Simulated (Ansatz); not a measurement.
# ClF2HNSi radical: small, medium and large basis sets

An exercise on one series of results from a longer session: the logs are not shown, and one member is left open.

The runs use Ansatz 0.2.0, Gaussian basis; one geometry, several basis sets.

Levels to be run: PBE0-D4/def2-SVP; ωB97M-V/def2-SVP; PBE0-D4/def2-QZVPP; ωB97M-V/def2-QZVPP; the functionals' def2-TZVPP values are taken from earlier runs.

## Structure used throughout

The geometry comes from an earlier relaxation with PBE0-D4 in a triple-zeta def2 set; it is a stationary point.

SMILES `[NH][Si](F)(F)Cl`, 6 atoms, charge 0, spin multiplicity 2.

Atoms are counted from 1 here; the program's logs count them from 0.

Bond lengths: N1–Si2 1.722 Å, N1–H6 1.021 Å, Si2–F3 1.578 Å, Si2–F4 1.571 Å, Si2–Cl5 2.018 Å. Angles: Si2–N1–H6 114.3°, N1–Si2–F3 113.2°, N1–Si2–F4 109.0°, N1–Si2–Cl5 108.9°, F3–Si2–F4 106.6°, F3–Si2–Cl5 109.8°, F4–Si2–Cl5 109.2°.

Set-up of the first run:

Contents of in.yaml:

```yaml
crystal:
  periodic: [false, false, false]
  atoms:
    - {symbol: N, position_ang: [0.109704, 0.566254, 1.248554]}
    - {symbol: Si, position_ang: [0.180190, -0.228513, -0.277030]}
    - {symbol: F, position_ang: [-0.799975, -1.460651, -0.382678]}
    - {symbol: F, position_ang: [1.631782, -0.788674, -0.495909]}
    - {symbol: Cl, position_ang: [-0.242357, 1.107703, -1.728891]}
    - {symbol: H, position_ang: [-0.837344, 0.739782, 1.589655]}
basis:
  gaussian: {orbitals: def2-SVP}
magnetization: {spin_polarized: true, initial_magnetization: 1}
hamiltonian: {xc: pbe0, dispersion: d4}
output: {orbitals: {seedname: orbitals}}
```

Among the steps run: PBE0-D4 in def2-SVP; ωB97M-V in def2-SVP; PBE0-D4 in def2-QZVPP; ωB97M-V in def2-QZVPP.

One of the session's tables, all rows but one given; the rest of the session is left out.

It belongs to the step «Density functionals: the series». 

| functional | basis | HOMO (eV) | LUMO (eV) |
| --- | --- | --- | --- |
| PBE0-D4 | def2-SVP | -8.84 | -4.19 |
| PBE0-D4 | def2-TZVPP | -9.08 | -4.39 |
| PBE0-D4 | def2-QZVPP | -9.12 | -4.44 |
| ωB97M-V | def2-SVP | ? | ? |
| ωB97M-V | def2-TZVPP | -11.44 | -2.28 |
| ωB97M-V | def2-QZVPP | -11.49 | -2.36 |

Q: Estimate the row for ωB97M-V, def2-SVP from the others.

The run gave: HOMO (eV): -11.17; LUMO (eV): -1.98. In the column «HOMO (eV)» it lies between ωB97M-V, def2-TZVPP (-11.44) and PBE0-D4, def2-QZVPP (-9.12).
